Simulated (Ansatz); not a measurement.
Runs of Ansatz 0.2.0 on NiMoIrPdW. The structure is tetragonal, space group I4mm (No. 107). Conventional cell: a = 2.740 Å, b = 2.740 Å, c = 19.433 Å, α = 90.00°, β = 90.00°, γ = 90.00°. Ni (site symmetry 4mm) has 4 Mo at 2.60 Å and 4 Pd at 2.67 Å and 4 Ni at 2.74 Å as nearest neighbours. Mo (site symmetry 4mm) has 4 Ni at 2.60 Å and 4 Mo at 2.74 Å and 4 W at 2.94 Å as nearest neighbours. Around Pd (site symmetry 4mm) lie 4 Ni at 2.67 Å and 4 Pd at 2.74 Å and 4 Ir at 2.83 Å. Ir (site symmetry 4mm) is surrounded by 4 W at 2.69 Å and 4 Ir at 2.74 Å and 4 Pd at 2.83 Å. W (site symmetry 4mm) has 4 Ir at 2.69 Å and 4 W at 2.74 Å and 4 Mo at 2.94 Å as nearest neighbours. The cell was built by a generator and needn't be a form met in nature.

```csv
task,level,potentials or basis,U,cell,k mesh,cutoff (eV),hubbard projectors,double counting,points for each segment of the path,gap on the mesh (eV),pressure (GPa),moment (μB),relaxed volume (Å³/atom),largest force (eV/Å)
single point,PBE,JTH PAW,-,as given,13 × 13 × 13,2400,-,-,-,none,0.3,0.00,-,0.05
projected density of states,PBE+U,Ansatz PAW,"Ir d U = 4 eV, Mo d U = 4 eV, Ni d U = 4 eV, Pd d U = 4 eV, W d U = 4 eV",as given,13 × 13 × 13,420,ortho-atomic (the default),fll (the default),-,none,5.5,0.78,-,(c)
band structure,r2SCAN,Ansatz PAW,-,as given,13 × 13 × 13,500,-,-,14,none,-5.5,0.00,-,0.24
projected density of states,PBE+U,Ansatz PAW,"Ir d U = 2 eV, Mo d U = 2 eV, Ni d U = 2 eV, Pd d U = 2 eV, W d U = 2 eV",as given,13 × 13 × 13,420,ortho-atomic (the default),fll (the default),-,none,0.3,0.00,-,(b)
relaxation of cell and atoms,PBE+D4,Ansatz PAW,-,relaxed,10 × 10 × 10,420,-,-,-,none,0.0,0.00,14.20,0.01
relaxation of cell and atoms,r2SCAN,Ansatz PAW,-,relaxed,10 × 10 × 10,500,-,-,-,none,0.0,0.00,(a),-
```

Alike in all rows: spin collinear, ferromagnetic start; smearing fermi-dirac 0.05 eV.

Question: Fill in the values left out.

Answer: (a) 14.28; (b) 0.07; (c) 1.02.

Caveats: the starting moments weren't kept (some runs); the magnetic or orbital state may not be the lowest (some runs); the U is typed as a test and isn't derived for this compound (some runs); the PAW data sets come from PBE, with cores solved anew for the run's functional, which leaves a small shift of forces and pressure (some runs); the plane-wave basis is chosen anew once the cell has moved, so the energies of steps on either side of that aren't comparable (some runs); forces of over 1 eV/Å show positions far from the minimum, so gaps and moduli don't describe the material at rest (some runs); spin-orbit coupling is left out, which moves the levels of the heavy elements (some runs).

A k mesh can miss the band edges, and the runs leave out spin-orbit coupling on Ir, Mo, Pd, W.

A gap of «none» marks a metal or a gap under the smearing width.

The runs don't all hold the same shells in valence.
